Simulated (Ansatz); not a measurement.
# Ir3Rh2: one candidate of a structure search

Where does this trial cell of Ir3Rh2 go when cell and atoms are let free, and does the end survive a random kick?

Computed with Ansatz 0.2.0 (DFT PBE, scalar-relativistic, plane waves, PAW, unless a step's input says otherwise).

## Step 1: The starting structure

The structure is hexagonal, space group P6_3/mmc (No. 194). The conventional cell has a = 2.740 Å, b = 2.740 Å, c = 22.116 Å, α = 90.00°, β = 90.00°, γ = 120.00°. Ir (site symmetry -6m2) has 12 Ir at 2.73 to 2.74 Å in its first shell of neighbours. Around Ir (site symmetry 3m) lie 3 Rh at 2.71 Å and 9 Ir at 2.73 to 2.74 Å. Around Rh (site symmetry 3m) lie 3 Ir at 2.71 Å and 9 Rh at 2.72 to 2.74 Å.

As a file:

```
CELL_PARAMETERS angstrom
2.73997 0.00000 0.00000
-1.36998 2.37288 0.00000
0.00000 0.00000 22.11645
ATOMIC_POSITIONS crystal
Ir 0.33333 0.66667 0.75000
Ir 0.33333 0.66667 0.14955
Ir 0.33333 0.66667 0.35045
Ir 0.66667 0.33333 0.85045
Ir 0.66667 0.33333 0.25000
Ir 0.66667 0.33333 0.64955
Rh 0.33333 0.66667 0.94997
Rh 0.33333 0.66667 0.55003
Rh 0.66667 0.33333 0.05003
Rh 0.66667 0.33333 0.44997
```

The start is the relaxed end of an invented cell (made as: elements ordered on the sites of the La type, Rh/Ir on La (P6_3/mmc, No. 194)), taken up again for a closer look.

## Step 2: Probe: one point on a coarse mesh

File input.yaml:

```yaml
crystal:
  lattice:
    - [2.7399671, 0.0, 0.0]
    - [-1.3699836, 2.3728811, 0.0]
    - [0.0, 0.0, 22.1164521]
  atoms:
    - { symbol: Ir, position: [0.3333333, 0.6666667, 0.75] }
    - { symbol: Ir, position: [0.3333333, 0.6666667, 0.149555] }
    - { symbol: Ir, position: [0.3333333, 0.6666667, 0.350445] }
    - { symbol: Ir, position: [0.6666667, 0.3333333, 0.850445] }
    - { symbol: Ir, position: [0.6666667, 0.3333333, 0.25] }
    - { symbol: Ir, position: [0.6666667, 0.3333333, 0.649555] }
    - { symbol: Rh, position: [0.3333333, 0.6666667, 0.949967] }
    - { symbol: Rh, position: [0.3333333, 0.6666667, 0.550033] }
    - { symbol: Rh, position: [0.6666667, 0.3333333, 0.050033] }
    - { symbol: Rh, position: [0.6666667, 0.3333333, 0.449967] }
basis:
  ecutwfc: 420
kpoints:
  mp_grid: { grid: [6, 6, 1] }
hamiltonian:
  xc: pbe
scf:
  occupations: { method: gaussian, width: 0.1 }
  lower_state_search: "off"
output:
  forces: true
  stress: true
  eigenvalues: true
```

Started as:

```sh
$ ansatz run input.yaml --threads 4 --pin off --max-ram 8192MiB --backend cpu --events-out ev --progress --plain --runs-dir out
```

The session goes on with these runs: spin check on a coarse mesh; final relaxation; reference for the kick test; kicked and relaxed without symmetry.

Q: Predict the outcome of this session. Wanted: conventional cell; volume; energy over the elements; gap on the mesh.

The runs gave:

| quantity | value |
| --- | --- |
| symmetry at the end (tolerance 0.05 Å) | space group P6_3/mmc (No. 194) |
| conventional cell | a = 2.740 Å, b = 2.740 Å, c = 22.116 Å, α = 90.00°, β = 90.00°, γ = 120.00° |
| volume | 14.38 Å³/atom |
| energy over the elements | +0.05 eV/atom |
| gap on the mesh | none (metal) |

In words: The space group P6_3/mmc (No. 194) is kept, at nearly the size of the first guess. The formation energy of this structure is too near zero to say whether it is bound against the elements. The kicked cell came back to the same energy, so the end is stable against the distortions that fit this cell and this draw; modes that don't fit the cell aren't tested. Spin-orbit coupling is left out for Ir. Other magnetic orders were not searched.
